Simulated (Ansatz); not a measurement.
**B₂FH₃O₂: one molecule under many settings**

Aim: run B₂FH₃O₂ under a spread of inputs, and see what each costs and gives.

Computed with Ansatz 0.2.0, Gaussian basis. Level: the settings change from run to run.

## (1) The relaxed structure

The geometry comes from an earlier relaxation with PBE0-D4 in a triple-zeta def2 set; it is a stationary point, not always the lowest conformer.

SMILES `OBB(O)F`, 8 atoms, charge 0, spin multiplicity 1.

Atoms are counted from 1 here; the program's logs count them from 0.

Bond lengths: O1–B2 1.358 Å, O1–H6 0.961 Å, B2–B3 1.723 Å, B2–H7 1.203 Å, B3–O4 1.352 Å, B3–F5 1.331 Å, O4–H8 0.962 Å. Angles: B2–O1–H6 114.4°, O1–B2–B3 114.3°, O1–B2–H7 119.0°, B3–B2–H7 126.7°, B2–B3–O4 121.9°, B2–B3–F5 122.3°, O4–B3–F5 115.8°, B3–O4–H8 111.6°.

Coordinates:

```xyz
8
charge 0, multiplicity 1
O    -1.05949    0.81674    0.64677
B     0.16500    0.80517    0.06027
B     0.68698   -0.75248   -0.46005
O    -0.07370   -1.85653   -0.28483
F     1.86036   -0.94687   -1.05824
H    -1.35203    1.68503    0.93764
H     0.77009    1.83905   -0.04832
H    -0.90502   -1.64730    0.15096
```

## (2) PBEsol/6-31G

This run has atoms shaken by 0.15 Å, density fitting with cc-pVTZ-jkfit, finite nuclei, a point charge of 0.50 e beside it, D3(BJ) dispersion, high accuracy.

File in.yaml:

```yaml
crystal:
  periodic: [false, false, false]
  atoms:
    - {symbol: O, position_ang: [-0.613780, 0.714433, 0.874903]}
    - {symbol: B, position_ang: [0.120284, 0.847104, -0.102420]}
    - {symbol: B, position_ang: [0.503470, -0.676139, -0.700174]}
    - {symbol: O, position_ang: [0.030907, -1.856102, -0.190577]}
    - {symbol: F, position_ang: [1.973992, -1.002600, -1.191761]}
    - {symbol: H, position_ang: [-1.342970, 1.642992, 0.870444]}
    - {symbol: H, position_ang: [0.700449, 1.746846, 0.082592]}
    - {symbol: H, position_ang: [-1.051967, -1.572884, 0.150488]}
basis:
  gaussian: {orbitals: 6-31G, fitting: {mean_field: cc-pVTZ-jkfit}, nuclear_model: gaussian, point_charges: [{charge: 0.50, position_ang: [6.142, -0.653, -0.551]}]}
hamiltonian: {xc: {name: PBEsol}, dispersion: d3bj}
accuracy: high
```

Started as:

```
> ansatz run in.yaml --threads 2 --pin off --events-out ev --progress --plain --max-ram 4352MiB
```

The program printed:

```text
Functional definition: PBEsol
  name "PBEsol"
  cite "Perdew et al., Phys. Rev. Lett. 100, 136406 (2008) doi:10.1103/PhysRevLett.100.136406"
  cite "Perdew, Burke & Ernzerhof, Phys. Rev. Lett. 77, 3865 (1996) doi:10.1103/PhysRevLett.77.3865"
  parent pbesol
  exchange = pbesol_x
  correlation = pbesol_c
485 factors; integrals over basis functions are off by at most 4.9e-3 eV
mean field evaluation 1: about -8163.3631 eV, gradient 6.7e1 eV
mean field evaluation 2: about -8117.8274 eV, gradient 1.6e2 eV
mean field evaluation 4: about -8171.7523 eV, gradient 1.5e1 eV
mean field evaluation 8: about -8172.1548 eV, gradient 8.7e-2 eV
mean field evaluation 16: about -8172.1552 eV, gradient 2.5e-6 eV
mean field -8172.15518129 eV, -300.3211636266 hartree, gradient 9.4e-8 eV, S^2 0.000000; 0 other end points of the search recorded, 0 dependent functions left out
reference -8172.15518361 eV, -300.3211637119 hartree; 19, 19 occupied and 32, 32 virtual orbitals, 485 factors
Total energy: -8172.19640987 eV, -300.3226787491 hartree
```

Run time: 0.8 s. Hardware: 2 threads of INTEL XEON PLATINUM 8581C at 2.10GHz, shared host.

## (3) PBE-QIDH/6-31G

File in.yaml:

```yaml
crystal:
  periodic: [false, false, false]
  atoms:
    - {symbol: O, position_ang: [-1.059492, 0.816742, 0.646769]}
    - {symbol: B, position_ang: [0.165002, 0.805165, 0.060269]}
    - {symbol: B, position_ang: [0.686985, -0.752482, -0.460050]}
    - {symbol: O, position_ang: [-0.073697, -1.856527, -0.284833]}
    - {symbol: F, position_ang: [1.860356, -0.946867, -1.058239]}
    - {symbol: H, position_ang: [-1.352030, 1.685028, 0.937636]}
    - {symbol: H, position_ang: [0.770092, 1.839045, -0.048318]}
    - {symbol: H, position_ang: [-0.905018, -1.647304, 0.150964]}
basis:
  gaussian: {orbitals: 6-31G}
hamiltonian: {xc: {name: PBE-QIDH}}
```

Launched as before.

The program printed, shortened:

```text
Functional definition: PBE-QIDH
  name "PBE-QIDH"
  cite "Brémond, Sancho-García, Pérez-Jiménez & Adamo, J. Chem. Phys. 141, 031101 (2014) doi:10.1063/1.4890314"
  cite "Perdew, Burke & Ernzerhof, Phys. Rev. Lett. 77, 3865 (1996) doi:10.1103/PhysRevLett.77.3865"
[...]
573 factors; integrals over basis functions are off by at most 2.5e-4 eV
[...]
mean field -8193.95475915 eV, -301.1222833367 hartree, gradient 2.1e-6 eV, S^2 0.000000; 0 other end points of the search recorded, 0 dependent functions left out
5 core orbitals not correlated: weight in the atoms' cores, before any rotation towards them, 1.000 or more for the frozen orbitals, at most 0.000 for the correlated occupied ones
reference -8193.95476574 eV, -301.1222835789 hartree; 14, 14 occupied and 32, 32 virtual orbitals, 573 factors
second order -14.59621420 eV of doubles, -0.00000000 eV of singles
Total energy: -8198.82017047 eV, -301.3010839050 hartree
```

Run time: 0.7 s. Hardware: 2 threads of INTEL XEON PLATINUM 8581C at 2.10GHz, shared host.

## (4) wPBEh/aug-pcseg-2

Edit in.yaml of step 3 so:

```diff
@@ -12,3 +12,4 @@
 basis:
-  gaussian: {orbitals: 6-31G}
-hamiltonian: {xc: {name: PBE-QIDH}}
+  gaussian: {orbitals: aug-pcseg-2}
+hamiltonian: {xc: {name: wPBEh}}
+output: {forces: true}
```

Launched as before.

The program printed, shortened:

```text
Functional definition: wPBEh
  name "wPBEh"
  cite "Heyd, Scuseria & Ernzerhof, J. Chem. Phys. 118, 8207 (2003) doi:10.1063/1.1564060"
  cite "Krukau, Vydrov, Izmaylov & Scuseria, J. Chem. Phys. 125, 224106 (2006) doi:10.1063/1.2404663"
  cite "Heyd & Scuseria, J. Chem. Phys. 120, 7274 (2004) doi:10.1063/1.1668634"
  cite "Ernzerhof & Perdew, J. Chem. Phys. 109, 3313 (1998) doi:10.1063/1.476928"
  cite "Perdew, Burke & Ernzerhof, Phys. Rev. Lett. 77, 3865 (1996) doi:10.1103/PhysRevLett.77.3865"
  parent pbe
[...]
1164 factors; their error is unknown
155 factors; integrals over basis functions are off by at most 2.7e-6 eV
[...]
mean field -8211.66515160 eV, -301.7731282549 hartree, gradient 3.3e-5 eV, S^2 0.000000; 0 other end points of the search recorded, 0 dependent functions left out
[...]
reference -8211.66521819 eV, -301.7731307018 hartree; 19, 19 occupied and 280, 280 virtual orbitals, 1164 factors
Total energy: -8211.66521819 eV, -301.7731307018 hartree
Atom 0 at    -1.059492     0.816742     0.646769 Å, force     0.003565     0.139231     0.022736 eV/Å
Atom 1 at     0.165002     0.805165     0.060269 Å, force    -0.010034     0.026550     0.009406 eV/Å
Atom 2 at     0.686985    -0.752482    -0.460050 Å, force     0.010978    -0.041029    -0.012349 eV/Å
Atom 3 at    -0.073697    -1.856527    -0.284833 Å, force    -0.097612     0.068574     0.058740 eV/Å
Atom 4 at     1.860356    -0.946867    -1.058239 Å, force    -0.008674     0.006183     0.005462 eV/Å
Atom 5 at    -1.352030     1.685028     0.937636 Å, force     0.022712    -0.117470    -0.031181 eV/Å
Atom 6 at     0.770092     1.839045    -0.048318 Å, force    -0.021862    -0.036048     0.003854 eV/Å
Atom 7 at    -0.905018    -1.647304     0.150964 Å, force     0.100928    -0.045990    -0.056668 eV/Å
Dipole moment:    -0.488406     0.494704     0.320471 e Å
```

It took 7.5 s on 2 threads of INTEL XEON PLATINUM 8581C at 2.10GHz, shared host; peak memory 0.94 GiB.

Largest force 0.141 eV/Å, dipole 3.68 D.

## (5) PBE/def2-mTZVPP

Options: density fitting with def2-universal-jkfit, a grid of angular degree 47, the search for lower states set to off.

Edit in.yaml of step 4 so:

```diff
@@ -12,4 +12,5 @@
 basis:
-  gaussian: {orbitals: aug-pcseg-2}
-hamiltonian: {xc: {name: wPBEh}}
+  gaussian: {orbitals: def2-mTZVPP, fitting: {mean_field: def2-universal-jkfit}, final_grid: {core_spheres: 20, valence_spheres: 16, degree: 47}}
+hamiltonian: {xc: {name: PBE}}
+scf: {lower_state_search: off}
 output: {forces: true}
```

The command is unchanged.

The program printed, shortened:

```text
Functional definition: PBE
  name "PBE"
  cite "Perdew, Burke & Ernzerhof, Phys. Rev. Lett. 77, 3865 (1996) doi:10.1103/PhysRevLett.77.3865"
  parent pbe
[...]
435 factors; integrals over basis functions are off by at most 1.6e0 eV
[...]
mean field -8210.36327459 eV, -301.7252851572 hartree, gradient 4.0e-6 eV, S^2 0.000000; 0 other end points of the search recorded, 0 dependent functions left out
[...]
reference -8210.36331600 eV, -301.7252866789 hartree; 19, 19 occupied and 106, 106 virtual orbitals, 435 factors
Total energy: -8210.36331600 eV, -301.7252866789 hartree
Atom 0 at    -1.059492     0.816742     0.646769 Å, force    -0.298639    -0.536958     0.049143 eV/Å
Atom 1 at     0.165002     0.805165     0.060269 Å, force     0.411709    -0.080450    -0.210548 eV/Å
Atom 2 at     0.686985    -0.752482    -0.460050 Å, force    -0.207862     0.539965     0.193275 eV/Å
Atom 3 at    -0.073697    -1.856527    -0.284833 Å, force     0.170132    -0.654916    -0.194808 eV/Å
Atom 4 at     1.860356    -0.946867    -1.058239 Å, force     0.565398    -0.087903    -0.287001 eV/Å
Atom 5 at    -1.352030     1.685028     0.937636 Å, force    -0.190235     0.561074     0.188693 eV/Å
Atom 6 at     0.770092     1.839045    -0.048318 Å, force     0.062543     0.127897    -0.007875 eV/Å
Atom 7 at    -0.905018    -1.647304     0.150964 Å, force    -0.513045     0.131292     0.269121 eV/Å
Dipole moment:    -0.501237     0.456859     0.319982 e Å
Checks for a lower state left out: stability, starts, cluster_reference, orbital_swaps, neighbouring_geometries, increment
```

Run time: 0.95 s. Hardware: 2 threads of INTEL XEON PLATINUM 8581C at 2.10GHz, shared host.

Largest force 0.704 eV/Å, dipole 3.60 D.

## (6) B2GP-PLYP/def2-mTZVP

Set apart from the defaults: multiplicity 3, the search for lower states set to off.

Edit in.yaml of step 5 so:

```diff
@@ -12,5 +12,5 @@
 basis:
-  gaussian: {orbitals: def2-mTZVPP, fitting: {mean_field: def2-universal-jkfit}, final_grid: {core_spheres: 20, valence_spheres: 16, degree: 47}}
-hamiltonian: {xc: {name: PBE}}
+  gaussian: {orbitals: def2-mTZVP}
+magnetization: {spin_polarized: true, initial_magnetization: 2}
+hamiltonian: {xc: {name: B2GP-PLYP}}
 scf: {lower_state_search: off}
-output: {forces: true}
```

The command is unchanged.

The program printed, shortened:

```text
Functional definition: B2GP-PLYP
  name "B2GP-PLYP"
  cite "Karton, Tarnopolsky, Lamère, Schatz & Martin, J. Phys. Chem. A 112, 12868 (2008) doi:10.1021/jp801805p"
  cite "Becke, Phys. Rev. A 38, 3098 (1988) doi:10.1103/PhysRevA.38.3098"
  cite "Lee, Yang & Parr, Phys. Rev. B 37, 785 (1988) doi:10.1103/PhysRevB.37.785"
[...]
1028 factors; integrals over basis functions are off by at most 8.7e-4 eV
[...]
mean field -8197.89185695 eV, -301.2669690123 hartree, gradient 6.4e-6 eV, S^2 2.005905; 0 other end points of the search recorded, 0 dependent functions left out
5 core orbitals not correlated: weight in the atoms' cores, before any rotation towards them, 1.000 or more for the frozen orbitals, at most 0.000 for the correlated occupied ones
reference -8197.89196970 eV, -301.2669731557 hartree; 15, 13 occupied and 94, 96 virtual orbitals, 1028 factors
second order -23.39908317 eV of doubles, -0.00000000 eV of singles
Total energy: -8206.31563964 eV, -301.5765373163 hartree
Checks for a lower state left out: stability, starts, cluster_reference, orbital_swaps, neighbouring_geometries, increment
```

Run time: 2.1 s. Hardware: 2 threads of INTEL XEON PLATINUM 8581C at 2.10GHz, shared host.

⟨S²⟩ 2.006.

## (7) CAM-B3LYP/def2-mTZVPP

Options: D3(BJ) with three-body dispersion.

Edit in.yaml of step 6 so:

```diff
@@ -12,5 +12,3 @@
 basis:
-  gaussian: {orbitals: def2-mTZVP}
-magnetization: {spin_polarized: true, initial_magnetization: 2}
-hamiltonian: {xc: {name: B2GP-PLYP}}
-scf: {lower_state_search: off}
+  gaussian: {orbitals: def2-mTZVPP}
+hamiltonian: {xc: {name: CAM-B3LYP}, dispersion: d3bjatm}
```

Same command.

The program printed, shortened:

```text
Functional definition: CAM-B3LYP
  name "CAM-B3LYP"
  cite "Yanai, Tew & Handy, Chem. Phys. Lett. 393, 51 (2004) doi:10.1016/j.cplett.2004.06.011"
  cite "Iikura, Tsuneda, Yanai & Hirao, J. Chem. Phys. 115, 3540 (2001) doi:10.1063/1.1383587"
  cite "Becke, Phys. Rev. A 38, 3098 (1988) doi:10.1103/PhysRevA.38.3098"
  cite "Lee, Yang & Parr, Phys. Rev. B 37, 785 (1988) doi:10.1103/PhysRevB.37.785"
  cite "Vosko, Wilk & Nusair, Can. J. Phys. 58, 1200 (1980) doi:10.1139/p80-159"
[...]
  # Exact exchange under (alpha + beta erf(omega r))/r, Becke's under what is left of 1/r.
[...]
976 factors; their error is unknown
332 factors; integrals over basis functions are off by at most 1.6e-5 eV
[...]
mean field -8216.93957846 eV, -301.9669598666 hartree, gradient 1.4e-5 eV, S^2 0.000000; 0 other end points of the search recorded, 0 dependent functions left out
reference -8216.93969430 eV, -301.9669641237 hartree; 19, 19 occupied and 106, 106 virtual orbitals, 976 factors
Total energy: -8217.02278148 eV, -301.9700175213 hartree
```

Wall time 1.3 s (2 threads of INTEL XEON PLATINUM 8581C at 2.10GHz, shared host); peak memory 0.26 GiB.

## (8) wB97/ANO-RCC-VTZP

Edit in.yaml of step 7 so:

```diff
@@ -12,3 +12,4 @@
 basis:
-  gaussian: {orbitals: def2-mTZVPP}
-hamiltonian: {xc: {name: CAM-B3LYP}, dispersion: d3bjatm}
+  gaussian: {orbitals: ANO-RCC-VTZP}
+hamiltonian: {xc: {name: wB97}}
+output: {forces: true}
```

Launched as before.

The program printed, shortened:

```text
Functional definition: wB97
  name "wB97"
  cite "Chai & Head-Gordon, J. Chem. Phys. 128, 084106 (2008) doi:10.1063/1.2834918"
  cite "Becke, J. Chem. Phys. 107, 8554 (1997) doi:10.1063/1.475007"
[...]
  # The coefficients of nought are those of the uniform gas.
[...]
      + integral(e_c_pw_opposite_spin*poly(b97_u_opposite, 1, cos1, cos2, cos3, cos4))
1358 factors; their error is unknown
432 factors; integrals over basis functions are off by at most 4.6e-5 eV
[...]
mean field -8224.40226128 eV, -302.2412084020 hartree, gradient 2.0e-5 eV, S^2 0.000000; 0 other end points of the search recorded, 0 dependent functions left out
[...]
reference -8224.40224415 eV, -302.2412077725 hartree; 19, 19 occupied and 173, 173 virtual orbitals, 1358 factors
Total energy: -8224.40224415 eV, -302.2412077725 hartree
Relativity: scalar
Atom 0 at    -1.059492     0.816742     0.646769 Å, force    -0.352944     0.121627     0.189897 eV/Å
Atom 1 at     0.165002     0.805165     0.060269 Å, force     0.296599     0.084256    -0.126954 eV/Å
Atom 2 at     0.686985    -0.752482    -0.460050 Å, force    -0.184463     0.212883     0.125706 eV/Å
Atom 3 at    -0.073697    -1.856527    -0.284833 Å, force    -0.284233    -0.223562     0.098000 eV/Å
Atom 4 at     1.860356    -0.946867    -1.058239 Å, force     0.480624    -0.062133    -0.241802 eV/Å
Atom 5 at    -1.352030     1.685028     0.937636 Å, force     0.008514    -0.099861    -0.021327 eV/Å
Atom 6 at     0.770092     1.839045    -0.048318 Å, force     0.000973     0.013913     0.001637 eV/Å
Atom 7 at    -0.905018    -1.647304     0.150964 Å, force     0.034929    -0.047122    -0.025156 eV/Å
Dipole moment:    -0.475477     0.512909     0.317450 e Å
```

Run time: 11 s. Hardware: 2 threads of INTEL XEON PLATINUM 8581C at 2.10GHz, shared host; peak memory 0.5 GiB.

Largest force 0.542 eV/Å, dipole 3.69 D.

## (9) wB97X-V/6-31G

Set apart from the defaults: coordinates scaled by 1.12, a point charge of -1.00 e beside it, relativity set to scalar.

File in.yaml:

```yaml
crystal:
  periodic: [false, false, false]
  atoms:
    - {symbol: O, position_ang: [-1.186631, 0.914751, 0.724382]}
    - {symbol: B, position_ang: [0.184802, 0.901785, 0.067502]}
    - {symbol: B, position_ang: [0.769423, -0.842780, -0.515256]}
    - {symbol: O, position_ang: [-0.082540, -2.079311, -0.319013]}
    - {symbol: F, position_ang: [2.083599, -1.060491, -1.185228]}
    - {symbol: H, position_ang: [-1.514274, 1.887232, 1.050153]}
    - {symbol: H, position_ang: [0.862503, 2.059730, -0.054116]}
    - {symbol: H, position_ang: [-1.013620, -1.844980, 0.169080]}
basis:
  gaussian: {orbitals: 6-31G, point_charges: [{charge: -1.00, position_ang: [6.710, 0.403, 0.212]}]}
hamiltonian: {xc: {name: wB97X-V}, pseudopotentials: {relativity: scalar}}
```

The command is unchanged.

The program printed, shortened:

```text
Functional definition: wB97X-V
  name "wB97X-V"
  cite "Mardirossian & Head-Gordon, Phys. Chem. Chem. Phys. 16, 9904 (2014) doi:10.1039/C3CP54374A"
  cite "Becke, J. Chem. Phys. 107, 8554 (1997) doi:10.1063/1.475007"
  cite "Vydrov & Van Voorhis, J. Chem. Phys. 133, 244103 (2010) doi:10.1063/1.3521275"
[...]
      + integral(e_c_pw_opposite_spin*poly(b97_u_opposite, cos0, cos1)) + vv10(b, c)
573 factors; integrals over basis functions are off by at most 2.9e-4 eV
231 factors; integrals over basis functions are off by at most 6.3e-6 eV
[...]
mean field -8214.00580269 eV, -301.8591455957 hartree, gradient 5.2e-5 eV, S^2 0.000000; 0 other end points of the search recorded, 0 dependent functions left out
reference -8214.00580155 eV, -301.8591455538 hartree; 19, 19 occupied and 32, 32 virtual orbitals, 573 factors
Total energy: -8214.00580155 eV, -301.8591455538 hartree
Relativity: scalar
```

Run time: 2.2 s. Hardware: 2 threads of INTEL XEON PLATINUM 8581C at 2.10GHz, shared host.

## (10) revPBE0/6-31++G**

Options: atoms shaken by 0.15 Å.

File in.yaml:

```yaml
crystal:
  periodic: [false, false, false]
  atoms:
    - {symbol: O, position_ang: [-0.810843, 0.711837, 0.495152]}
    - {symbol: B, position_ang: [0.076258, 0.567041, 0.126051]}
    - {symbol: B, position_ang: [0.757690, -0.624918, -0.458293]}
    - {symbol: O, position_ang: [-0.304350, -1.795689, -0.181783]}
    - {symbol: F, position_ang: [1.861760, -0.676423, -0.819169]}
    - {symbol: H, position_ang: [-1.680949, 1.545244, 0.803987]}
    - {symbol: H, position_ang: [0.773883, 1.831412, -0.193300]}
    - {symbol: H, position_ang: [-0.886212, -1.800939, 0.149231]}
basis:
  gaussian: {orbitals: "6-31++G**"}
hamiltonian: {xc: {name: revPBE0}}
output: {forces: true}
```

Same command.

The program printed, shortened:

```text
Functional definition: revPBE0
  name "revPBE0"
  cite "Zhang & Yang, Phys. Rev. Lett. 80, 890 (1998) doi:10.1103/PhysRevLett.80.890"
  cite "Adamo & Barone, J. Chem. Phys. 110, 6158 (1999) doi:10.1063/1.478522"
  cite "Perdew, Burke & Ernzerhof, Phys. Rev. Lett. 77, 3865 (1996) doi:10.1103/PhysRevLett.77.3865"
[...]
998 factors; their error is unknown
[...]
mean field -8195.44192686 eV, -301.1769357421 hartree, gradient 1.3e-5 eV, S^2 0.000000; 0 other end points of the search recorded, 0 dependent functions left out
[...]
reference -8195.44199477 eV, -301.1769382376 hartree; 19, 19 occupied and 94, 94 virtual orbitals, 998 factors
Total energy: -8195.44199477 eV, -301.1769382376 hartree
Atom 0 at    -0.810843     0.711837     0.495152 Å, force   -55.809796     9.713873    23.107311 eV/Å
Atom 1 at     0.076258     0.567041     0.126051 Å, force    48.514759     1.419025   -20.101644 eV/Å
Atom 2 at     0.757690    -0.624918    -0.458293 Å, force   -11.157529    -5.754992     4.088077 eV/Å
Atom 3 at    -0.304350    -1.795689    -0.181783 Å, force    46.500649     0.693594   -26.099966 eV/Å
Atom 4 at     1.861760    -0.676423    -0.819169 Å, force    10.095017    -2.202143    -4.140685 eV/Å
Atom 5 at    -1.680949     1.545244     0.803987 Å, force     4.304108    -3.222584    -1.300079 eV/Å
Atom 6 at     0.773883     1.831412    -0.193300 Å, force    -0.045599    -1.322028     0.259379 eV/Å
Atom 7 at    -0.886212    -1.800939     0.149231 Å, force   -42.401609     0.675255    24.187607 eV/Å
Dipole moment:    -0.638889     0.344759     0.315002 e Å
```

It took 1.2 s on 2 threads of INTEL XEON PLATINUM 8581C at 2.10GHz, shared host.

Largest force 61.180 eV/Å, dipole 3.80 D.

## (11) The runs in one table

| level | charge | multiplicity | geometry | functions | energy (eV) | time |
| --- | --- | --- | --- | --- | --- | --- |
| PBEsol/6-31G | 0 | 1 | shaken, point charge | 51 | -8172.196 | 0.8 s |
| PBE-QIDH/6-31G | 0 | 1 | relaxed | 51 | -8198.820 | 0.7 s |
| wPBEh/aug-pcseg-2 | 0 | 1 | relaxed | 299 | -8211.665 | 7.5 s |
| PBE/def2-mTZVPP | 0 | 1 | relaxed | 125 | -8210.363 | 0.95 s |
| B2GP-PLYP/def2-mTZVP | 0 | 3 | relaxed | 114 | -8206.316 | 2.1 s |
| CAM-B3LYP/def2-mTZVPP | 0 | 1 | relaxed | 125 | -8217.023 | 1.3 s |
| wB97/ANO-RCC-VTZP | 0 | 1 | relaxed | 192 | -8224.402 | 11 s |
| wB97X-V/6-31G | 0 | 1 | scaled, point charge | 51 | -8214.006 | 2.2 s |
| revPBE0/6-31++G** | 0 | 1 | shaken | 113 | -8195.442 | 1.2 s |

## (12) Outcome

```
                                         quantity                    value
                                             runs                        9
                                         quickest    PBE-QIDH/6-31G, 0.7 s
                                          slowest  wB97/ANO-RCC-VTZP, 11 s
spread of total energies, same state and geometry                  25.6 eV
                  dipole, same state and geometry           3.60 to 3.69 D
```

In words: wB97/ANO-RCC-VTZP took 15 times as long as PBE-QIDH/6-31G. The jobs differ in tasks and options as well as level. The totals spread over 26 eV; they can't be compared across methods or bases. At the PBE0-D4/def2-TZVP geometry and in the same state, runs without warnings or point charges leave forces up to 0.70 eV/Å (PBE/def2-mTZVPP), against 61.2 eV/Å where the atoms were moved. At that geometry and state the dipole changes by 2 % between the lowest and highest value.
